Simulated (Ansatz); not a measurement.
# TiW3C4: the cost of one run

Method: DFT PBE, scalar-relativistic, plane waves, PAW, in Ansatz 0.2.0.

## 1. Starting point

It takes space group P4/mmm (No. 123, tetragonal). Conventional cell: a = 3.463 Å, b = 3.463 Å, c = 9.796 Å, α = 90.00°, β = 90.00°, γ = 90.00°. Ti (site symmetry 4/mmm) is surrounded by 6 C at 2.45 Å. W (site symmetry 4mm) has 6 C at 2.45 Å as nearest neighbours. W (site symmetry 4/mmm) is surrounded by 6 C at 2.45 Å. C (site symmetry 4/mmm) is surrounded by 2 W at 2.45 Å and 4 Ti at 2.45 Å. C (site symmetry 4mm) is surrounded by 1 Ti at 2.45 Å and 5 W at 2.45 Å. C (site symmetry 4/mmm) has 6 W at 2.45 Å as nearest neighbours.

Structure file:

```
CELL_PARAMETERS angstrom
3.46343 0.00000 0.00000
0.00000 3.46343 0.00000
0.00000 0.00000 9.79605
ATOMIC_POSITIONS crystal
Ti 0.50000 0.50000 0.00000
W 0.00000 0.00000 0.75000
W 0.00000 0.00000 0.25000
W 0.50000 0.50000 0.50000
C 0.00000 0.00000 0.00000
C 0.50000 0.50000 0.25000
C 0.00000 0.00000 0.50000
C 0.50000 0.50000 0.75000
```

The start is an ordering of an alloy on its end members' structure types: elements ordered on the sites of the TiC type, W/Ti on Ti (P4/mmm, No. 123).

## 2. A first look at the guess

input.yaml reads:

```yaml
crystal:
  lattice:
    - [3.46342705, 0.0, 0.0]
    - [0.0, 3.46342705, 0.0]
    - [0.0, 0.0, 9.79605101]
  atoms:
    - { symbol: Ti, position: [0.5, 0.5, 0.0] }
    - { symbol: W, position: [0.0, 0.0, 0.75] }
    - { symbol: W, position: [0.0, 0.0, 0.25] }
    - { symbol: W, position: [0.5, 0.5, 0.5] }
    - { symbol: C, position: [0.0, 0.0, 0.0] }
    - { symbol: C, position: [0.5, 0.5, 0.25] }
    - { symbol: C, position: [0.0, 0.0, 0.5] }
    - { symbol: C, position: [0.5, 0.5, 0.75] }
basis:
  ecutwfc: 420
kpoints:
  mp_grid: { grid: [6, 6, 2] }
hamiltonian:
  xc: pbe
scf:
  occupations: { method: gaussian, width: 0.1 }
  lower_state_search: "off"
output:
  forces: true
  stress: true
  eigenvalues: true
```

Launch:

```sh
> ansatz run input.yaml --threads 1 --pin off --max-ram 2560MiB --backend cpu --events-out ev --progress --plain --runs-dir out
```

What time and memory should one allow on 1 thread of Arm Neoverse V2, shared host?

About 5.2 s, with a peak of 0.4 GiB.
